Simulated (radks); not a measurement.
# Valence configurations of Kr⁺

The task here is to estimate one member of a computed series from the others.

The numbers are computed with radks (a radial shooting solver on a logarithmic mesh, Libxc functionals) version 1 (scalar-relativistic Kohn-Sham, BLYP, spin-unpolarised, spherical densities, finite nucleus), except any that are marked as measured or tabulated.

## What is computed

- element: krypton (Z = 36)
- charge: +1
- electrons: 35
- configuration: [Ar] 3d10 4s2 4p5
- nuclear rms radius: 4.1884 fm
- others tried: 3d9 4s2 4p6; 3d10 4s1 4p6; 3d10 4s1.5 4p5.5; 3d9.5 4s2 4p5.5

Outer shells as boxes (Hund's rule):

Kr⁺
```
[Ar] core
3d [↑↓][↑↓][↑↓][↑↓][↑↓]
4s [↑↓]
4p [↑↓][↑↓][↑ ]
```

The first run:

The run's settings:

```text
Z 36
configuration [Ar] 3d10 4s2 4p5
relativity scalar-relativistic
functional b88,lyp
spin unpolarised
nucleus finite rms 4.1884 fm
c 137.035999084
```

Among the steps run: [Ar] 3d10 4s2 4p5.

One of the session's tables, all rows but one given; the rest of the session is left out.

It belongs to the step «[Ar] 3d10 4s2 4p5». Sizes of the orbitals, from the radial functions (bohr):

| level | <r> | outermost maximum (interpolated) | 90 % within | nodes |
| --- | --- | --- | --- | --- |
| 1s | 0.04149 | 0.0271 | 0.0742 | 0 |
| 2s | 0.1835 | 0.154 | 0.284 | 1 |
| 2p | 0.1601 | 0.123 | 0.261 | 0 |
| 3s | 0.5305 | 0.467 | 0.789 | 2 |
| 3p | 0.5407 | 0.463 | 0.824 | 1 |
| 3d | ? | ? | ? | ? |
| 4s | 1.535 | 1.32 | 2.27 | 3 |
| 4p | 1.833 | 1.51 | 2.78 | 2 |

Estimate the missing values for 3d.

As computed: <r>: 0.5557; outermost maximum (interpolated): 0.411; 90 % within: 0.910; nodes: 0. In the column «<r>» it lies between 3p (0.5407) and 4s (1.535).
